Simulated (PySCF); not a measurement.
# One shape, several levels: C4H8OSi (SMILES [SiH3]OC=C1CC1)

We compute a comparison of 6 runs (HF/3-21G, HF/6-31+G*, HF/def2-SVP, B3LYP/6-31G*, CCSD(T)/pcseg-1) of C4H8OSi. The job is set up through a Python script.

The calculation is run with PySCF 2.14.0.

**1. The molecule**

C4H8OSi has 14 atoms, charge 0, and is taken as a singlet. SMILES: `[SiH3]OC=C1CC1`. Geometry: relaxed at GFN2-xTB. This is one conformer, not always the lowest.

Bond lengths: Si1–O2 1.625 Å, O2–C3 1.354 Å, C3–C4 1.310 Å, C4–C5 1.467 Å, C4–C6 1.464 Å, C5–C6 1.516 Å, Si1–H7 1.464 Å, Si1–H8 1.464 Å, Si1–H9 1.455 Å, C3–H10 1.085 Å, C5–H11 1.081 Å, C5–H12 1.081 Å, C6–H13 1.081 Å, C6–H14 1.081 Å. Some angles: Si1–O2–C3 132.7°, O2–C3–C4 126.0°, C3–C4–C5 149.3°, C3–C4–C6 148.4°, C5–C4–C6 62.3°, C4–C5–C6 58.8°, C4–C6–C5 58.9°, O2–Si1–H7 111.4°, O2–Si1–H8 111.3°, O2–Si1–H9 98.7°.

**2. Energy and forces at HF/3-21G (run 1)**

Input file calc.py:

```python
import pyscf.grad
from pyscf import gto, scf

molecule = gto.M(
    atom='''
Si    -1.182893     0.082014     4.338093
O      1.500480     0.864587     3.064701
C      2.336438     0.873129     0.647420
C      1.033057     0.202560    -1.346846
C     -1.336622    -0.726713    -2.443775
C      0.933374    -0.143600    -4.089764
H     -3.251784     1.646159     3.373350
H     -1.783297    -2.578059     3.867721
H     -0.563308     0.604920     6.965379
H      4.277508     1.517242     0.510547
H     -2.943154     0.532449    -2.525808
H     -1.851270    -2.683411    -2.158899
H      0.869539     1.512178    -5.285035
H      1.961914    -1.703475    -4.917067
''',
    max_memory=1860,
    unit='bohr',
    basis='3-21g',
    verbose=4,
    spin=0,
)

mf = scf.RHF(molecule)
mf.conv_tol = 1e-10
mf.kernel()
if not mf.converged:
    mf = mf.newton().run(mf.mo_coeff, mf.mo_occ)

e_tot = mf.e_tot
print('E = %.10f Eh' % e_tot)
grad = mf.Gradients().kernel()
dip = mf.dip_moment()
pop, q = mf.mulliken_pop()
```

Launch:

```bash
OMP_NUM_THREADS=1 python calc.py
```

The program printed:

```text
PySCF version 2.14.0

[... 68 lines left out ...]
converged SCF energy = -517.045424493227
[... 12 lines left out ...]
Dipole moment(X, Y, Z, Debye): -0.90692, -0.41270, -0.84763
[... 89 lines left out ...]
charge of   13H =      0.23654
```

Run time: 3 s. Hardware: 1 thread of Arm Neoverse V2, shared host; peak memory 0.14 GiB.

**3. Energy and gradient at HF/6-31+G(d) (spherical functions) (run 2)**

Input file input.xyz:

```xyz
14

Si    -0.625960     0.043400     2.295620
O      0.794020     0.457520     1.621770
C      1.236390     0.462040     0.342600
C      0.546670     0.107190    -0.712720
C     -0.707310    -0.384560    -1.293190
C      0.493920    -0.075990    -2.164210
H     -1.720770     0.871110     1.785100
H     -0.943680    -1.364250     2.046710
H     -0.298090     0.320110     3.685920
H      2.263560     0.802890     0.270170
H     -1.557450     0.281760    -1.336600
H     -0.979650    -1.420000    -1.142440
H      0.460140     0.800210    -2.796720
H      1.038200    -0.901440    -2.602000
```

Input file input.py:

```python
import pyscf.grad
from pyscf import gto, scf

molecule = gto.Mole()
molecule.atom = 'input.xyz'
molecule.verbose = 4
molecule.max_memory = 1860
molecule.basis = '6-31+g*'
molecule.build()

mf = scf.RHF(molecule)
mf.conv_tol = 1e-10
mf.kernel()
if not mf.converged:
    mf = mf.newton().run(mf.mo_coeff, mf.mo_occ)

etot = mf.e_tot
print('Final energy', etot)
grad = mf.Gradients().kernel()
dip = mf.dip_moment()
pop, q = mf.mulliken_pop()
```

Launch:

```bash
OMP_NUM_THREADS=1 python input.py
```

The program printed:

```text
PySCF version 2.14.0

[... 70 lines left out ...]
converged SCF energy = -519.86075014648
Final energy -519.8607501464801
[... 11 lines left out ...]
Dipole moment(X, Y, Z, Debye): -0.67583, -0.34543, -0.97698
[... 143 lines left out ...]
charge of   13H =      0.21552
```

Wall time 25 s (1 thread of Arm Neoverse V2, shared host); peak memory 0.37 GiB.

Runs 3 to 5 aren't shown in full; the table further down has their settings and results.

**4. The energy at CCSD(T)/pcseg-1 (run 6)**

Input file start.xyz:

```xyz
14
C4H8OSi
Si    -0.625960     0.043400     2.295620
O      0.794020     0.457520     1.621770
C      1.236390     0.462040     0.342600
C      0.546670     0.107190    -0.712720
C     -0.707310    -0.384560    -1.293190
C      0.493920    -0.075990    -2.164210
H     -1.720770     0.871110     1.785100
H     -0.943680    -1.364250     2.046710
H     -0.298090     0.320110     3.685920
H      2.263560     0.802890     0.270170
H     -1.557450     0.281760    -1.336600
H     -0.979650    -1.420000    -1.142440
H      0.460140     0.800210    -2.796720
H      1.038200    -0.901440    -2.602000
```

Input file job.py:

```python
from pyscf import gto, scf, cc

mol = gto.Mole()
mol.atom = 'start.xyz'
mol.max_memory = 1860
mol.spin = 0
mol.verbose = 4
mol.charge = 0
mol.basis = 'pcseg-1'
mol.build()

mf = scf.RHF(mol)
mf.conv_tol = 1e-10
mf.kernel()
if not mf.converged:
    mf = mf.newton().run(mf.mo_coeff, mf.mo_occ)

mycc = cc.CCSD(mf, frozen=10)
mycc.kernel()
e_t = mycc.ccsd_t()
etot = mycc.e_tot + e_t
print('Final energy', etot)
mf.analyze()
```

Launch:

```bash
OMP_NUM_THREADS=1 python job.py
```

The program printed:

```text
PySCF version 2.14.0

[... 116 lines left out ...]
MO #8   energy= -4.25673829980418  occ= 2
[... 23 lines left out ...]
MO #32  energy= 0.174809703273969  occ= 0
[... 23 lines left out ...]
MO #56  energy= 0.768848326226681  occ= 0
[... 23 lines left out ...]
MO #80  energy= 1.77132320768781   occ= 0
[... 23 lines left out ...]
MO #104 energy= 2.53550008091324   occ= 0
[... 23 lines left out ...]
MO #128 energy= 3.85500156929096   occ= 0
[... 145 lines left out ...]
Dipole moment(X, Y, Z, Debye): -0.70537, -0.34717, -0.89362
```

It took 4.8 min on 1 thread of Arm Neoverse V2, shared host; peak memory 2.1 GiB.

**5. All runs side by side**

```tsv
run	level	integration grid	Cartesian functions	energy (Eh)	dipole moment (D) of the reference	HOMO energy (eV)	LUMO energy (eV)	wall time
1	HF/3-21G	–	no	-517.045424	1.31	-9.11	4.33	3 s
2	HF/6-31+G* (spherical functions)	–	no	-519.860750	1.24	-9.26	1.85	25 s
3	HF/def2-SVP	–	no	-519.613333	1.13	-9.32	4.26	15 s
4	B3LYP/6-31G* (spherical functions)	5	no	-521.897370	1.05	-6.12	0.55	59 s
5	B3LYP/6-31G* (Cartesian functions)	5	yes	-521.903015	1.05	-6.12	0.53	62 s
6	CCSD(T)/pcseg-1	–	no	-520.680736	1.19	-9.33	3.29	4.8 min
```

**6. Outcome**

| quantity | value |
| --- | --- |
| run 6: total energy | -520.68074 Eh |
| run 6: dipole moment (Hartree–Fock density) | 1.19 D |
| run 6: HOMO energy (Hartree–Fock orbitals) | -9.33 eV |
| run 6: LUMO energy (Hartree–Fock orbitals) | 3.29 eV |
| run 6: HOMO–LUMO gap (Hartree–Fock orbitals) | 12.63 eV |
| run 6: correlation energy (10 core orbitals frozen) | -895.3 mEh |
| run 6: (T) correction | -27.89 mEh |
| run 6: T1 diagnostic | 0.011 |

**Reading.** Over runs 1, 2, 3, 4, 5 the dipole moment (its size) runs from 1.05 D (B3LYP/6-31G*) to 1.31 D (HF/3-21G). The two ends differ in method and basis. Over runs 1, 2, 3, 4, 5 the HOMO–LUMO gap runs from 6.65 eV (B3LYP/6-31G*) to 13.59 eV (HF/def2-SVP). All runs together took 7.5 min, the longest 4.8 min.
